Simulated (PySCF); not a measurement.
# InHF: a chain of runs

Wanted: a series of 17 runs (UPBE0-D4/def2-TZVP, UCCSD(T)/def2-SVP, USVWN5/def2-SVP, UPBE/def2-SVP, UBLYP/def2-SVP, U-revPBE/def2-SVP, UTPSS/def2-SVP, U-r2SCAN/def2-SVP, and more) of FHIn. The job is set up through a Python script.

The calculation is run with PySCF 2.14.0.

### Step 1. The molecule

The species is InHF (3 atoms), meant as a doublet with charge 0. The shape is cut from that of the parent molecule. The run starts from this shape.

Bond lengths: In1–F2 1.967 Å, In1–H3 1.689 Å. Angles: F2–In1–H3 119.4°.

### Step 2. A structure relaxation at UPBE0-D4/def2-TZVP (density fitting with def2-universal-jkfit, core potential) (run 1)

The input, geometry.xyz:

```xyz
3

In     0.482843     0.052961     0.201867
F      1.203172    -1.659588     0.847187
H      1.392169     1.462865     0.399954
```

The input, run.py:

```python
from pyscf import gto, dft
from pyscf.geomopt.geometric_solver import kernel as optimise

mol = gto.M(
    atom='geometry.xyz',
    max_memory=1860,
    spin=1,
    charge=0,
    ecp={'In': 'def2-svp'},
    verbose=3,
    basis='def2-tzvp',
)

mf = dft.UKS(mol)
mf.xc = 'pbe0'
mf = mf.density_fit(auxbasis='def2-universal-jkfit')
mf.conv_tol = 1e-09
mf.grids.level = 4
mf.disp = 'd4'
mf.max_cycle = 100
converged, mol_eq = optimise(mf, maxsteps=80)
print('converged:', converged)
print(mol_eq.tostring())

mf.reset(mol_eq)
mol = mol_eq
mf.kernel()
energy = mf.e_tot
print(f'total energy: {energy:.8f} hartree')
```

Run with:

```sh
$ OMP_NUM_THREADS=1 python run.py
```

Output:

```text
maxiter                   80
----------------------------------------------------------
Custom engine selected.
Bonds will be generated from interatomic distances less than 1.20 times sum of covalent radii
9 internal coordinates being used (instead of 9 Cartesians)
Internal coordinate system (atoms numbered from 1):
Distance 1-2
Distance 1-3
Angle 2-1-3
Translation-X 1-3
Translation-Y 1-3
Translation-Z 1-3
Rotation-A 1-3
Rotation-B 1-3
Rotation-C 1-3
> ===== Optimization Info: ====
> Job type: Energy minimization
> Maximum number of optimization cycles: 80
> Initial / maximum trust radius (Angstrom): 0.100 / 0.300
> Convergence Criteria:
> Will converge when all 5 criteria are reached:
>  |Delta-E| < 1.00e-06
>  RMS-Grad  < 3.00e-04
>  Max-Grad  < 4.50e-04
>  RMS-Disp  < 1.20e-03
>  Max-Disp  < 1.80e-03
> === End Optimization Info ===

[... 7 lines left out ...]
WARN: Mole.unit (angstrom) is changed to Bohr
[... 1 line left out ...]
WARN: HOMO -0.589572112651044 >= LUMO -0.589572112651048
[... 1 line left out ...]
converged SCF energy = -290.519168781378  <S^2> = 0.75558255  2S+1 = 2.0055748
[... 7 lines left out ...]
Step    0 : Gradient = 1.553e-02/1.970e-02 (rms/max) Energy = -290.5191687814
[... 8 lines left out ...]
converged SCF energy = -290.520799709884  <S^2> = 0.7573871  2S+1 = 2.0073735
[... 16 lines left out ...]
converged SCF energy = -290.520873015117  <S^2> = 0.75745962  2S+1 = 2.0074458
[... 16 lines left out ...]
converged SCF energy = -290.520908634594  <S^2> = 0.75746898  2S+1 = 2.0074551
[... 10 lines left out ...]
Geometry optimization cycle 5
Cartesian coordinates (Angstrom)
 Atom        New coordinates             dX        dY        dZ
  In   0.416734   0.025207   0.176077    0.000006 -0.000321  0.000307
   F   1.218660  -1.640579   0.855965    0.000090 -0.000267  0.000820
   H   1.434862   1.463805   0.420034   -0.000012 -0.001425  0.000178
converged SCF energy = -290.520908895766  <S^2> = 0.75744978  2S+1 = 2.007436
--------------- DFUKS_Scanner gradients ---------------
         x                y                z
0 In    -0.0000392909    -0.0000030209    -0.0000186864
1 F     0.0000101005     0.0000090822    -0.0000240789
2 H     0.0000257105     0.0000548049     0.0000023689
----------------------------------------------
cycle 5: E = -290.520908896  dE = -2.61172e-07  norm(grad) = 7.96028e-05
Step    4 : Displace = 5.255e-04/7.304e-04 (rms/max) Trust = 2.828e-01 (+) Grad = 4.596e-05/6.058e-05 (rms/max) E (change) = -290.5209088958 (-2.612e-07) Quality = 1.066
Hessian Eigenvalues: 4.80064e-02 5.00000e-02 5.00000e-02 ... 6.70730e-02 1.12766e-01 1.64851e-01
Converged! =D

converged: True
In          0.41673372        0.02520717        0.17607720
F           1.21865984       -1.64057867        0.85596492
H           1.43486207        1.46380541        0.42003355

WARN: HOMO -0.587140462476881 >= LUMO -0.587140462476878

converged SCF energy = -290.520908895776  <S^2> = 0.75744915  2S+1 = 2.0074353
total energy: -290.52090890 hartree
```

Run time: 54 s. Hardware: 1 thread of Arm Neoverse V2, shared host; peak memory 0.85 GiB.

The path in brief:

```tsv
step	energy from the first frame kept (eV)	largest force (eV/Å)
0	0.0000	1.0128
1	-0.0444	0.1014
2	-0.0464	0.0462
3	-0.0473	0.0109
4	-0.0474	0.0031
```

After the run. Bond lengths: In1–F2 1.970 Å, In1–H3 1.779 Å. Angles: F2–In1–H3 113.8°.

### Step 3. Fragment A of bond 2-1: the energy at UCCSD(T)/def2-SVP (core potential) (run 2)

The input, input.py:

```python
from pyscf import gto, scf, cc

system = gto.M(
    atom='''
In     0.787513     0.047634     0.332737
F      2.302934    -3.100245     1.617539
H      2.711496     2.766191     0.793749
''',
    spin=1,
    ecp={'In': 'def2-svp'},
    unit='bohr',
    verbose=3,
    max_memory=1860,
    basis='def2-svp',
)

mf = scf.UHF(system)
mf.conv_tol = 1e-10
mf.kernel()
if not mf.converged:
    mf = mf.newton().run(mf.mo_coeff, mf.mo_occ)

mycc = cc.CCSD(mf, frozen=5)
mycc.kernel()
e_t = mycc.ccsd_t()
e_final = mycc.e_tot + e_t
print(f'total energy: {e_final:.8f} hartree')
```

Run with:

```sh
$ OMP_NUM_THREADS=1 python input.py
```

Output:

```text
converged SCF energy = -289.141172702268  <S^2> = 0.76978869  2S+1 = 2.0196917
E(UCCSD) = -289.4138395258905  E_corr = -0.2726668236220891
UCCSD(T) correction = -0.00549164054214068
total energy: -289.41933117 hartree
```

Run time: 8.1 s. Hardware: 1 thread of Arm Neoverse V2, shared host; peak memory 0.2 GiB.

Runs 3 to 16 aren't shown in full; the table further down has their settings and results.

### Step 4. Fragment A of bond 2-1: a single-point energy at UB2PLYP/def2-SVP (core potential) (run 17)

The input, input.py:

```python
from pyscf import gto, dft, mp

molecule = gto.Mole()
molecule.atom = 'In 0.416734 0.025207 0.176077; F 1.218660 -1.640579 0.855965; H 1.434862 1.463805 0.420034'
molecule.basis = 'def2-svp'
molecule.spin = 1
molecule.ecp = {'In': 'def2-svp'}
molecule.max_memory = 1860
molecule.charge = 0
molecule.verbose = 3
molecule.build()

myscf = dft.UKS(molecule, xc='0.53*HF + 0.47*B88, 0.73*LYP')
myscf.grids.level = 5
myscf.conv_tol = 1e-10
myscf.kernel()
if not myscf.converged:
    myscf = myscf.newton().run(myscf.mo_coeff, myscf.mo_occ)

pt = mp.MP2(myscf, frozen=5).run()
energy = myscf.e_tot + 0.27 * pt.e_corr
print('PT2 part  %.8f' % (0.27 * pt.e_corr))
print('E(%s) = %.9f' % ('B2PLYP', energy))
```

Run with:

```sh
$ OMP_NUM_THREADS=1 python input.py
```

Output:

```text
WARN: HOMO -0.652699377431393 >= LUMO -0.6526993774314

converged SCF energy = -290.041516331837  <S^2> = 0.76253892  2S+1 = 2.0124999
E(UMP2) = -290.365163437285  E_corr = -0.323647105448081
E(SCS-UMP2) = -290.354690398716  E_corr = -0.313174066878802
PT2 part  -0.08738472
E(B2PLYP) = -290.128901050
```

Wall time 6.3 s (1 thread of Arm Neoverse V2, shared host); peak memory 0.27 GiB.

### Step 5. Overview of the runs

```tsv
run	level	task	integral approximation	energy (Eh)	dipole moment (D) of the reference	HOMO energy (eV)	LUMO energy (eV)	wall time
1	UPBE0-D4/def2-TZVP (density fitting with def2-universal-jkfit, core potential)	optimise	def2-universal-jkfit	-290.520909	2.97	-6.44	-3.40	54 s
2	UCCSD(T)/def2-SVP (core potential)	energy	none	-289.419331	3.33	-8.94	0.05	8.1 s
3	USVWN5/def2-SVP (core potential)	energy	none	-289.519392	2.48	-5.33	-4.44	3.6 s
4	UPBE/def2-SVP (core potential)	energy	none	-290.385265	2.43	-5.24	-4.14	6 s
5	UBLYP/def2-SVP (core potential)	energy	none	-290.430386	2.40	-5.10	-4.16	6 s
6	U-revPBE/def2-SVP (core potential)	energy	none	-290.498928	2.43	-5.20	-4.04	6 s
7	UTPSS/def2-SVP (core potential)	energy	none	-290.410314	2.48	-5.38	-4.03	12 s
8	U-r2SCAN/def2-SVP (core potential)	energy	none	-290.508490	2.66	-5.65	-3.77	11 s
9	UM06-L/def2-SVP (core potential)	energy	none	-290.609360	2.71	-5.17	-4.21	11 s
10	UPBE0/def2-SVP (core potential)	energy	none	-290.381337	2.79	-6.33	-3.31	6 s
11	UB3LYP/def2-SVP (core potential)	energy	none	-290.548013	2.72	-6.12	-3.70	6.3 s
12	UBHLYP/def2-SVP (core potential)	energy	none	-290.361250	3.05	-7.26	-2.61	6 s
13	UM06-2X/def2-SVP (core potential)	energy	none	-290.373082	2.95	-7.37	-3.13	11 s
14	UCAM-B3LYP/def2-SVP (core potential)	energy	none	-290.431865	2.79	-7.53	-2.44	7.8 s
15	U-wB97X/def2-SVP (core potential)	energy	none	-290.487379	2.74	-8.29	-1.96	7.8 s
16	U-wB97M-V/def2-SVP (core potential)	energy	none	-290.392779	2.77	-8.30	-1.64	24 s
17	UB2PLYP/def2-SVP (core potential)	energy	none	-290.128901	3.04	-7.26	-2.22	6.3 s
```

### Step 6. Summary of results

| quantity | value |
| --- | --- |
| fragment A of bond 2-1, run 17: total energy | -290.12890 Eh |
| fragment A of bond 2-1, run 17: dipole moment (SCF part) | 3.04 D |
| fragment A of bond 2-1, run 17: HOMO energy (SCF part's orbitals) (highest over α and β) | -7.26 eV |
| fragment A of bond 2-1, run 17: LUMO energy (SCF part's orbitals) (lowest over α and β) | -2.22 eV |
| fragment A of bond 2-1, run 17: ⟨S²⟩ | 0.763 |

In words: Over runs 3, 4, 5, 6, 7, 8, 9, 10, 11, 12, 13, 14, 15, 16, 17 the dipole moment (its size) runs from 2.40 D (UBLYP/def2-SVP) to 3.05 D (UBHLYP/def2-SVP). Totals of different functionals can't be ranked against each other. All runs together took 3.2 min, the longest 54 s.
